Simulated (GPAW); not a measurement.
Ga:

```
CELL_PARAMETERS angstrom
-2.99241 2.99241 2.99241
2.99241 -2.99241 2.99241
2.99241 2.99241 -2.99241
ATOMIC_POSITIONS crystal
Ga 0.37500 0.62500 0.75000
Ga 0.62500 0.75000 0.37500
Ga 0.87500 0.25000 0.12500
Ga 0.75000 0.37500 0.62500
Ga 0.12500 0.87500 0.25000
Ga 0.25000 0.12500 0.87500
```

This isn't the form of Ga at room conditions, which is orthorhombic.

| Property | Result |
| --- | --- |
| Program | GPAW 26.7.0 |
| Task | single point |
| Functional | PBEsol |
| Potentials or basis | PAW data sets generated in the run's folder for this functional |
| Cutoff | 600 eV |
| Basis | pw |
| k mesh | 6 × 6 × 6 |
| Occupations | fermi-dirac, width 0.05 eV |
| Spin | no spin polarisation |

On this cell: pressure -0.1 GPa; largest force zero by symmetry; band gap on the k mesh none (metal or under the smearing width).

The same run follows on a disturbed copy (atoms moved at random, drawn with an rms of 0.05 Å):

```
Ga
1.0
    -2.99241    2.99241    2.99241
     2.99241   -2.99241    2.99241
     2.99241    2.99241   -2.99241
Ga
6
Direct
  0.38167 0.62562 0.76058
  0.62113 0.74912 0.36624
  0.86761 0.24587 0.12470
  0.75228 0.38117 0.62836
  0.12968 0.88268 0.25096
  0.24621 0.12652 0.87115
```

What changes?

The energy (extrapolated to zero smearing) moves by +2.6 meV/atom; pressure 0.0 GPa; largest force 0.297 eV/Å; band gap on the k mesh none (metal or under the smearing width).

Forces in eV/Å, atoms in the order of the input:
```
Ga  -0.093 -0.267  0.091
Ga   0.149  0.172 -0.072
Ga   0.066  0.017  0.131
Ga  -0.023  0.030  0.037
Ga  -0.036  0.047 -0.065
Ga  -0.063  0.000 -0.123
```

Stress tensor (GPa, compression positive):
```
-0.05  0.03  0.12
 0.03  0.08 -0.09
 0.12 -0.09 -0.07
```
